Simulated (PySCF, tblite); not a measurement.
# C7H15PSi: infrared bands and NMR shifts

Aim: predict the infrared bands and NMR shifts of C7H15PSi (`CC#CPC[Si](C)(C)C`).

The runs use tblite 0.8.0 and PySCF 2.14.0, with density-fitted response routines of our own; the level of theory stands in each step. All values are computed, except where a source is named. Atoms count from 0, in the outputs and in this text.

## Step 1: The starting structure

24 atoms, charge 0, multiplicity 1; geometry from: GFN2-xTB.

Bonds of the start (Å): C0–C1 1.45, C1–C2 1.21, C2–P3 1.77, P3–C4 1.86, C4–Si5 1.92, Si5–C6 1.91, Si5–C7 1.91, Si5–C8 1.91, C0–H9 1.09, C0–H10 1.09, C0–H11 1.09, P3–H12 1.41, C4–H13 1.09, C4–H14 1.09, C6–H15 1.09, C6–H16 1.09, C6–H17 1.09, C7–H18 1.09, C7–H19 1.09, C7–H20 1.09, C8–H21 1.08, C8–H22 1.09, C8–H23 1.09.

## Step 2: Vibrational analysis with GFN2-xTB

The job: settings as JSON, then the geometry in Å.

```
{"job": {"kind": "ir", "xc": "GFN2-xTB", "basis": "xTB"}, "charge": 0, "multiplicity": 1}
C      5.130000    -0.409267     0.674029
C      3.714868    -0.220583     0.906533
C      2.536867    -0.019410     1.063454
P      0.811946     0.105838     1.419563
C      0.160946    -0.310833    -0.269251
Si    -1.720196     0.033289    -0.411974
C     -2.062892     1.885906    -0.111730
C     -2.621116    -1.010743     0.902932
C     -2.281686    -0.460296    -2.166573
H      5.304243    -0.704774    -0.361046
H      5.667410     0.518307     0.872504
H      5.515250    -1.187386     1.333449
H      0.769237     1.500523     1.239716
H      0.352684    -1.374793    -0.424859
H      0.733131     0.237469    -1.018758
H     -3.114078     2.117597    -0.253297
H     -1.798175     2.173511     0.901863
H     -1.493967     2.513470    -0.791830
H     -2.313022    -0.724233     1.904320
H     -3.697713    -0.886836     0.838824
H     -2.403878    -2.068194     0.784334
H     -3.345891    -0.292061    -2.294382
H     -1.765238     0.114304    -2.929290
H     -2.090466    -1.511042    -2.361048
```

**Question.** This job is followed by: GIAO PBE0/pcSseg-1 NMR shielding, non-relativistic, gas phase. Predict these results of the whole session: strongest single infrared mode (GFN2-xTB); zero-point energy (GFN2-xTB); 13C shifts against TMS (PBE0/pcSseg-1, means over atoms taken as alike); 1H shifts against TMS (PBE0/pcSseg-1, means over atoms taken as alike); 31P shifts against H3PO4 (PBE0/pcSseg-1); 29Si shifts against TMS (PBE0/pcSseg-1).

**Answer**, as computed:

```
                                                               quantity                             value
                              strongest single infrared mode (GFN2-xTB)              873 cm⁻¹, 346 km/mol
                                           zero-point energy (GFN2-xTB)                    121.3 kcal/mol
13C shifts against TMS (PBE0/pcSseg-1, means over atoms taken as alike)  107.9, 83.0, 15.1, 6.3, -0.8 ppm
 1H shifts against TMS (PBE0/pcSseg-1, means over atoms taken as alike)        4.18, 2.10, 1.16, 0.04 ppm
                               31P shifts against H3PO4 (PBE0/pcSseg-1)                        -141.6 ppm
                                29Si shifts against TMS (PBE0/pcSseg-1)                           0.4 ppm
```

In words: No mode is imaginary among the 66: a minimum at this level. The strongest single mode, at 873 cm⁻¹, has its largest shares on Si5, H21, H19 and H15 (the list is cut at 4 atoms). Unscaled tight-binding wavenumbers are off by several per cent, some by more. Its intensities can rank the bands wrongly.
